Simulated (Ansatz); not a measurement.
# AlClH4OSi: the cost of one run

Program: Ansatz 0.2.0. Level of theory: RKS revPBE-D4/def2-SVPD. These are calculated values, not measurements.

**1. The structure to begin with**

Bond lengths: Al1–Cl2 2.430 Å, Al1–H3 1.760 Å, Al1–O4 1.780 Å, O4–Si5 1.680 Å, Si5–H6 1.460 Å, Si5–H7 1.460 Å, Si5–H8 1.460 Å. Angles: Cl2–Al1–H3 50.0°, Cl2–Al1–O4 159.3°, H3–Al1–O4 150.7°, Al1–O4–Si5 125.0°, O4–Si5–H6 109.5°, O4–Si5–H7 109.5°, O4–Si5–H8 109.5°, H6–Si5–H7 109.4°, H6–Si5–H8 109.4°, H7–Si5–H8 109.4°.

Structure file:

```xyz
8

Al    0.0000    0.0000    0.0000
Cl    1.5382    0.0000    1.8812
H     1.7598    0.0000    0.0230
O    -1.5415    0.0000   -0.8900
Si   -2.6907   -1.2238   -0.8267
H    -2.2881   -2.2198    0.1620
H    -3.9833   -0.6595   -0.4496
H    -2.8007   -1.8572   -2.1376
```

**2. Pulling towards end A**

Springs on the bonds that form and break draw the guess towards this end; the thresholds are loose.

Input file input.yaml:

```yaml
crystal:
  periodic: [false, false, false]
  atoms:
    - { symbol: Al, position_ang: [0.0, 0.0, 0.0] }
    - { symbol: Cl, position_ang: [1.5382, 0.0, 1.8812] }
    - { symbol: H, position_ang: [1.7598, 0.0, 0.023] }
    - { symbol: O, position_ang: [-1.5415, 0.0, -0.89] }
    - { symbol: Si, position_ang: [-2.6907, -1.2238, -0.8267] }
    - { symbol: H, position_ang: [-2.2881, -2.2198, 0.162] }
    - { symbol: H, position_ang: [-3.9833, -0.6595, -0.4496] }
    - { symbol: H, position_ang: [-2.8007, -1.8572, -2.1376] }
basis:
  gaussian: { orbitals: def2-SVPD }
hamiltonian:
  xc: revpbe
  dispersion: d4
relax:
  f_tol: 0.15
  max_steps: 25
  restrain:
    - { distance: [1, 2], at: 2.57, k: 30.0 }
    - { distance: [0, 1], at: 2.23, k: 30.0 }
    - { distance: [0, 2], at: 1.56, k: 30.0 }
output:
  orbitals: {}
```

Run with:

```bash
$ ansatz run input.yaml --threads 4 --pin off --max-ram 5120MiB --backend cpu --events-out ev --progress --plain --runs-dir out
```

**Question.** How long does this run take on 4 threads of Arm Neoverse V1, shared host, and how much memory does it need?

About 15 s, with a peak of 0.18 GiB.
